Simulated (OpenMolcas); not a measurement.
# Cu³⁺: CASSCF and CASPT2 terms and fine-structure levels, part 1 of 2

Which level of Cu³⁺ lies lowest, and where do the others fall? The reference wave functions come first, then spin-orbit coupling, then second-order correlation under several settings.

Program: OpenMolcas 26.06. Level of theory: state-averaged CASSCF and CASPT2, spin-orbit coupling by RASSI with atomic mean-field integrals. These are calculated values, not measurements, unless marked.

2 further runs of the same task are left out: 1 that didn't finish, 1 set aside as unsound or not needed.

### Step 1. The atom as given

* Species: Cu³⁺ (copper, Z = 29, 26 electrons)
* Basis: ANO-R2 [6s4p4d2f1g], 61 functions
* Scalar Hamiltonian: X2C, finite nucleus
* Inactive shells: 1s 2s 2p 3s 3p
* Active space: 8 electrons in 5 orbitals (3d)
* Some configurations of this space: 3d⁸
* Orbitals: optimised for each spin and parity, averaged over all roots

Outer shells as boxes (Hund's rule):

3d8
```
3d [↑↓][↑↓][↑↓][↑ ][↑ ]
```

The work runs as a chain of OpenMolcas steps in one folder; each step below is one input file. Labels, J, g values, rates, χT and fits are worked out afterwards by a script from the matrices that RASSI stores.

### Step 2. GATEWAY and SEWARD: basis and integrals

a.inp

```
&GATEWAY
Coord
1

Cu 0.0 0.0 0.0
Basis=ANO-R2
Group=XYZ
NoMove
AngMom=0.0 0.0 0.0
AMFI
&SEWARD
```

Run with:

```
OMP_NUM_THREADS=1 MOLCAS_MEM=2252 MOLCAS_PROJECT=a pymolcas a.inp > a.log
```

Standard output:

```text
Basis set label: CU.ANO-R...6S4P4D2F1G.

      Electronic valence basis set:
      ------------------
      Associated Effective Charge  29.000000 au
      Associated Actual Charge     29.000000 au
      Nuclear Model: Finite nucleus - Gaussian distribution
        Gaussian exponent, Xi/bohr**(-2):  2.76660E+08

      Shell  nPrim  nBasis  Cartesian Spherical Contaminant
         s      21       6        X
         p      13       4        X
         d       9       4                 X
         f       5       2                 X
         g       4       1                 X
                  Relativistic X2C integrals
                  Atomic mean-field integrals
```

### Step 3. An attempt that fails

a.inp

```
&RASSCF
FileOrb=start.orb
Symmetry=1
Spin=4
nActEl=8 0 0
Inactive=3 6
Ras2=5 0
CIRoot=10 10 1
SDav=10
CIMx=300
Iter=89 100
PrWF=0.3
OrbListing=Nothing
MaxOrb=0
Atom
>>> COPY $Project.JobIph JOB001
```

It stopped with:

```text
--- RASSCF ---

 Nr of active orbitals     NAC=   5
 Spin degeneracy         ISPIN=   4
 There can be no such wave function.
 ************************************************
--- Stop Module: rasscf at  /rc=_RC_INPUT_ERROR_ ---
.####################.
.# User input error #.
.####################.
```

What is wrong: The spin multiplicity does not fit the number of active electrons: an even count needs an odd multiplicity and the reverse. The step is run again with the setting put right.

### Step 4. CASSCF: triplets of even parity, 10 roots

a.inp

```
&RASSCF
FileOrb=start.orb
Symmetry=1
Spin=3
nActEl=8 0 0
Inactive=3 6
Ras2=5 0
CIRoot=10 10 1
SDav=10
CIMx=300
Iter=120 100
PrWF=0.3
OrbListing=Nothing
MaxOrb=0
Atom
>>> COPY $Project.JobIph JOB001
```

Run with:

```
OMP_NUM_THREADS=1 MOLCAS_MEM=2252 MOLCAS_PROJECT=a pymolcas a.inp > a.log
```

start.orb holds the contracted functions of the basis, ordered by shell, or the orbitals of the step before.

Standard output, cut to the lines that bear on the results:

```text
[...]
      Number of active orbitals                  5
[...]
      Spin quantum number                      1.0
[...]
      Active orbitals                            5   0
[...]
      Number of CSFs                            10
      Number of root(s) required                10
[...]
      Convergence after  9 iterations
[...]
      Natural orbitals and occupation numbers for root  1
      sym 1:   1.265231   1.265231   1.734769   2.000000   1.734769
      Natural orbitals and occupation numbers for root  2
      sym 1:   1.942456   1.057544   1.057544   2.000000   1.942456
      Natural orbitals and occupation numbers for root  3
      sym 1:   2.000000   1.334421   1.665579   1.665579   1.334421
::    RASSCF root number  1 Total energy:  -1651.05558012
::    RASSCF root number  2 Total energy:  -1651.05558012
::    RASSCF root number  3 Total energy:  -1651.05558012
[...]
::    RASSCF root number  7 Total energy:  -1651.05558012
::    RASSCF root number  8 Total energy:  -1650.95350767
::    RASSCF root number  9 Total energy:  -1650.95350767
::    RASSCF root number 10 Total energy:  -1650.95350767
```

### Step 5. Reference wave functions, singlets of even parity, 15 roots

a.inp

```
&RASSCF
FileOrb=start.orb
Symmetry=1
Spin=1
nActEl=8 0 0
Inactive=3 6
Ras2=5 0
CIRoot=15 15 1
SDav=15
CIMx=300
Iter=120 100
PrWF=0.3
OrbListing=Nothing
MaxOrb=0
Atom
>>> COPY $Project.JobIph JOB002
```

Standard output, cut to the lines that bear on the results:

```text
[...]
      Number of active orbitals                  5
[...]
      Spin quantum number                      0.0
[...]
      Active orbitals                            5   0
[...]
      Number of CSFs                            15
      Number of root(s) required                15
[...]
      Convergence after  7 iterations
[...]
      Natural orbitals and occupation numbers for root  1
      sym 1:   1.998226   1.544787   1.599844   1.428571   1.428571
      Natural orbitals and occupation numbers for root  2
      sym 1:   1.428571   1.569133   1.428571   1.573736   1.999988
      Natural orbitals and occupation numbers for root  3
      sym 1:   1.428571   1.991659   1.634950   1.428571   1.516248
::    RASSCF root number  1 Total energy:  -1650.97097524
::    RASSCF root number  2 Total energy:  -1650.97097524
::    RASSCF root number  3 Total energy:  -1650.97097524
[...]
::    RASSCF root number 12 Total energy:  -1650.92347118
::    RASSCF root number 13 Total energy:  -1650.92347118
::    RASSCF root number 14 Total energy:  -1650.92347118
::    RASSCF root number 15 Total energy:  -1650.72950041
```

### Step 6. RASSI: spin-orbit coupling between the states

a.inp

```
&RASSI
NrOfJobIphs=2 10 15
1 2 3 4 5 6 7 8 9 10
1 2 3 4 5 6 7 8 9 10 11 12 13 14 15
IphNames
JOB001
JOB002
EJob
SpinOrbit
DIPRint=1.0
SOCoupling=1000.0
Subsets=2
MEES
Property=10
'ANGMOM' 1 'ANGMOM' 2 'ANGMOM' 3 'MLTPL  1' 1 'MLTPL  1' 2 'MLTPL  1' 3
'AMFI' 1 'AMFI' 2 'AMFI' 3 'MLTPL  2' 6
SOProperty=3
'ANGMOM' 1 'ANGMOM' 2 'ANGMOM' 3
```

Standard output:

```text
SPIN-FREE ENERGIES:
  (Shifted by EMIN (a.u.) =      -1651.0555801173)

 SF State       Relative EMIN(au)   Rel lowest level(eV)    D:o, cm**(-1)      L_eff

     1             0.0000000000        0.0000000000              0.0000         3.0
     2             0.0000000000        0.0000000000              0.0000         3.0
     3             0.0000000000        0.0000000000              0.0000         3.0
     4             0.0000000000        0.0000000000              0.0000         3.0
     5             0.0000000000        0.0000000000              0.0000         3.0
     6             0.0000000000        0.0000000000              0.0000         3.0
     7             0.0000000000        0.0000000000              0.0000         3.0
    11             0.0846048819        2.3022161200          18568.6253         2.0
    12             0.0846048819        2.3022161200          18568.6253         2.0
    13             0.0846048819        2.3022161200          18568.6253         2.0
    14             0.0846048819        2.3022161200          18568.6253         2.0
    15             0.0846048819        2.3022161200          18568.6253         2.0
    10             0.1020724456        2.7775327435          22402.3124         1.0
     8             0.1020724456        2.7775327435          22402.3124         1.0
     9             0.1020724456        2.7775327435          22402.3124         1.0
    16             0.1321089357        3.5948672759          28994.5600         4.0
    17             0.1321089357        3.5948672759          28994.5600         4.0
    18             0.1321089357        3.5948672759          28994.5600         4.0
    19             0.1321089357        3.5948672759          28994.5600         4.0
    20             0.1321089357        3.5948672759          28994.5600         4.0
    21             0.1321089357        3.5948672759          28994.5600         4.0
    22             0.1321089357        3.5948672759          28994.5600         4.0
    23             0.1321089357        3.5948672759          28994.5600         4.0
    24             0.1321089357        3.5948672759          28994.5600         4.0
    25             0.3260797048        8.8730807942          71566.2230         0.0
     Dipole printing threshold changed to   1.00000000E+00
Eigenvalues of complex Hamiltonian:
   -----------------------------------
  (Shifted by EMIN (a.u.) =      -1651.0555801173)

 SO State       Relative EMIN(au)   Rel lowest level(eV)    D:o, cm**(-1)     J-value

     1            -0.0063092569        0.0000000000              0.0000         3.9
     2            -0.0063092569        0.0000000000              0.0000         3.2
     3            -0.0063092569        0.0000000000              0.0000         2.9
     4            -0.0063092569        0.0000000000              0.0000         3.1
     5            -0.0063092569        0.0000000000              0.0000         3.6
     6            -0.0063092569        0.0000000000              0.0000         2.5
     7            -0.0063092569        0.0000000000              0.0000         3.4
     8            -0.0063092569        0.0000000000              0.0000         3.1
     9            -0.0063092569        0.0000000000              0.0000         2.7
    10             0.0020622079        0.2277991604           1837.3241         2.7
    11             0.0020622079        0.2277991604           1837.3241         2.3
    12             0.0020622079        0.2277991604           1837.3241         2.7
    13             0.0020622079        0.2277991604           1837.3241         1.9
    14             0.0020622079        0.2277991604           1837.3241         2.6
    15             0.0020622079        0.2277991604           1837.3241         1.7
    16             0.0020622079        0.2277991604           1837.3241         2.5
    17             0.0077163087        0.3816550817           3078.2558         1.8
    18             0.0077163087        0.3816550817           3078.2558         1.5
    19             0.0077163087        0.3816550817           3078.2558         1.7
    20             0.0077163087        0.3816550817           3078.2558         1.4
    21             0.0077163087        0.3816550817           3078.2558         1.4
    22             0.0830479907        2.4315345786          19611.6490         1.8
    23             0.0830479907        2.4315345786          19611.6490         1.5
    24             0.0830479907        2.4315345786          19611.6490         1.7
    25             0.0830479907        2.4315345786          19611.6490         1.5
    26             0.0830479907        2.4315345786          19611.6490         1.2
    27             0.1020996517        2.9499566845          23793.0053         1.1
    28             0.1020996517        2.9499566845          23793.0053         1.7
    29             0.1020996517        2.9499566845          23793.0053         1.9
    30             0.1020996517        2.9499566845          23793.0053         1.8
    31             0.1020996517        2.9499566845          23793.0053         1.2
    32             0.1041346535        3.0053319040          24239.6365         1.0
    33             0.1041346535        3.0053319040          24239.6365         0.6
    34             0.1041346535        3.0053319040          24239.6365         0.7
    35             0.1057346405        3.0488697672          24590.7931        -0.0
    36             0.1322315690        3.7698879244          30406.1967         3.6
    37             0.1322315690        3.7698879244          30406.1967         3.7
    38             0.1322315690        3.7698879244          30406.1967         3.1
    39             0.1322315690        3.7698879244          30406.1967         3.4
    40             0.1322315690        3.7698879244          30406.1967         3.0
    41             0.1322315690        3.7698879244          30406.1967         3.0
Weights of the five most important spin-orbit-free states for each spin-orbit state.

 SO State  Total energy (au)           Spin-free states, spin, and weights
 -------------------------------------------------------------------------------------------------------
    1        -0.006309       7 1.0  0.4970    5 1.0  0.1496    3 1.0  0.1138    6 1.0  0.0807    2 1.0  0.0689
    2        -0.006309       3 1.0  0.2690    4 1.0  0.2505    2 1.0  0.1995    1 1.0  0.1795    5 1.0  0.0581
    3        -0.006309       1 1.0  0.2715    2 1.0  0.2570    4 1.0  0.1757    3 1.0  0.1486    5 1.0  0.0599
    4        -0.006309       6 1.0  0.3482    4 1.0  0.2413    5 1.0  0.2228    1 1.0  0.0535    3 1.0  0.0493
    5        -0.006309       6 1.0  0.3378    7 1.0  0.3159    4 1.0  0.1485    2 1.0  0.0749    3 1.0  0.0671
    6        -0.006309       5 1.0  0.3820    6 1.0  0.3520    4 1.0  0.0744    1 1.0  0.0625    2 1.0  0.0568
    7        -0.006309       2 1.0  0.3244    5 1.0  0.2977    3 1.0  0.1800    7 1.0  0.1136    1 1.0  0.0537
    8        -0.006309       3 1.0  0.2357    7 1.0  0.2181    1 1.0  0.1888    4 1.0  0.1245    2 1.0  0.0808
    9        -0.006309       1 1.0  0.3795    4 1.0  0.2214    2 1.0  0.1825    3 1.0  0.1676    5 1.0  0.0255
   10         0.002062       7 1.0  0.4862    2 1.0  0.1372    4 1.0  0.1329    1 1.0  0.0800    5 1.0  0.0667
   11         0.002062       3 1.0  0.2660    5 1.0  0.1876    1 1.0  0.1722    2 1.0  0.1631    6 1.0  0.0891
   12         0.002062       7 1.0  0.3971    2 1.0  0.2392    4 1.0  0.1218    6 1.0  0.0980    1 1.0  0.0624
```

These steps: 4.5 s of run time, 1 thread of AMD EPYC 9R45 (Zen 5), shared host.

Spin-free terms, from the roots grouped by L:

```csv
configuration,term,E (cm⁻¹)
3d⁸,³F,0.0
3d⁸,¹D,18569
3d⁸,³P,22402
3d⁸,¹G,28995
3d⁸,¹S,71566
```

Fine-structure levels, from the RASSI matrices grouped by J:

```json
{"Configuration": "3d⁸", "Term": "³F", "J": "4", "E (cm⁻¹)": "0.0", "g": "1.250", "Leading %": "100"}
{"Configuration": "3d⁸", "Term": "³F", "J": "3", "E (cm⁻¹)": "1837", "g": "1.084", "Leading %": "100"}
{"Configuration": "3d⁸", "Term": "³F", "J": "2", "E (cm⁻¹)": "3078", "g": "0.668", "Leading %": "99"}
{"Configuration": "3d⁸", "Term": "¹D", "J": "2", "E (cm⁻¹)": "19612", "g": "1.053", "Leading %": "88"}
{"Configuration": "3d⁸", "Term": "³P", "J": "2", "E (cm⁻¹)": "23793", "g": "1.446", "Leading %": "89"}
{"Configuration": "3d⁸", "Term": "³P", "J": "1", "E (cm⁻¹)": "24240", "g": "1.501", "Leading %": "100"}
{"Configuration": "3d⁸", "Term": "³P", "J": "0", "E (cm⁻¹)": "24591", "g": "", "Leading %": "100"}
{"Configuration": "3d⁸", "Term": "¹G", "J": "4", "E (cm⁻¹)": "30406", "g": "1.000", "Leading %": "100"}
{"Configuration": "3d⁸", "Term": "¹S", "J": "0", "E (cm⁻¹)": "73052", "g": "", "Leading %": "100"}
```

Orbitals of the lowest block:

```
shell     space  energy (hartree)  mean occupation  ⟨r²⟩ (bohr²)
   1s  inactive         -334.2491            2.000       0.00364
   2s  inactive          -43.4531            2.000        0.0646
   2p  inactive          -37.5933            6.000        0.0521
   3s  inactive           -6.8930            2.000         0.575
   3p  inactive           -5.0754            6.000         0.640
   3d      RAS2                              8.000         0.901
```

Transitions at CASSCF energies (vacuum wavelengths; branching counts decays inside the model space alone):

| upper | lower | type | λ (nm) | A (s-1) | branching % |
| --- | --- | --- | --- | --- | --- |
| 3d⁸ ¹S₀ | 3d⁸ ³F₂ | E2 | 142.9 | 5.19e-01 | 0.9 |
| 3d⁸ ¹S₀ | 3d⁸ ¹D₂ | E2 | 187.1 | 3.99e+01 | 69.4 |
| 3d⁸ ¹S₀ | 3d⁸ ³P₂ | E2 | 203 | 3.86e+00 | 6.7 |
| 3d⁸ ¹S₀ | 3d⁸ ³P₁ | M1 | 204.9 | 1.32e+01 | 23.0 |
| 3d⁸ ¹G₄ | 3d⁸ ³F₄ | M1 | 328.9 | 8.42e-01 | 66.6 |
| 3d⁸ ¹G₄ | 3d⁸ ³F₃ | M1 | 350 | 4.19e-01 | 33.2 |
| 3d⁸ ³P₂ | 3d⁸ ³F₄ | E2 | 420.3 | 2.14e-01 | 27.6 |
| 3d⁸ ³P₁ | 3d⁸ ³F₃ | E2 | 446.4 | 1.56e-01 | 33.5 |
| 3d⁸ ³P₂ | 3d⁸ ³F₃ | M1 | 455.5 | 1.93e-01 | 24.9 |
| 3d⁸ ³P₂ | 3d⁸ ³F₃ | E2 | 455.5 | 3.85e-02 | 5.0 |
| 3d⁸ ³P₀ | 3d⁸ ³F₂ | E2 | 464.8 | 1.94e-01 | 98.8 |
| 3d⁸ ³P₁ | 3d⁸ ³F₂ | E2 | 472.6 | 5.75e-02 | 12.3 |
| 3d⁸ ³P₁ | 3d⁸ ³F₂ | M1 | 472.6 | 6.19e-03 | 1.3 |
| 3d⁸ ³P₂ | 3d⁸ ³F₂ | M1 | 482.7 | 3.50e-02 | 4.5 |
| 3d⁸ ³P₂ | 3d⁸ ³F₂ | E2 | 482.7 | 3.40e-03 | 0.4 |
| 3d⁸ ¹D₂ | 3d⁸ ³F₄ | E2 | 509.9 | 1.17e-02 | 0.6 |
| 3d⁸ ¹D₂ | 3d⁸ ³F₃ | M1 | 562.6 | 1.31e+00 | 69.6 |
| 3d⁸ ¹D₂ | 3d⁸ ³F₂ | M1 | 604.8 | 5.57e-01 | 29.7 |
| 3d⁸ ³P₁ | 3d⁸ ¹D₂ | M1 | 2161 | 2.45e-01 | 52.5 |
| 3d⁸ ³P₂ | 3d⁸ ¹D₂ | M1 | 2392 | 2.92e-01 | 37.6 |
| 3d⁸ ³F₃ | 3d⁸ ³F₄ | M1 | 5443 | 1.62e-01 | 100.0 |
| 3d⁸ ³F₂ | 3d⁸ ³F₃ | M1 | 8058 | 6.86e-02 | 100.0 |

(Continued in part 2 of 2.)
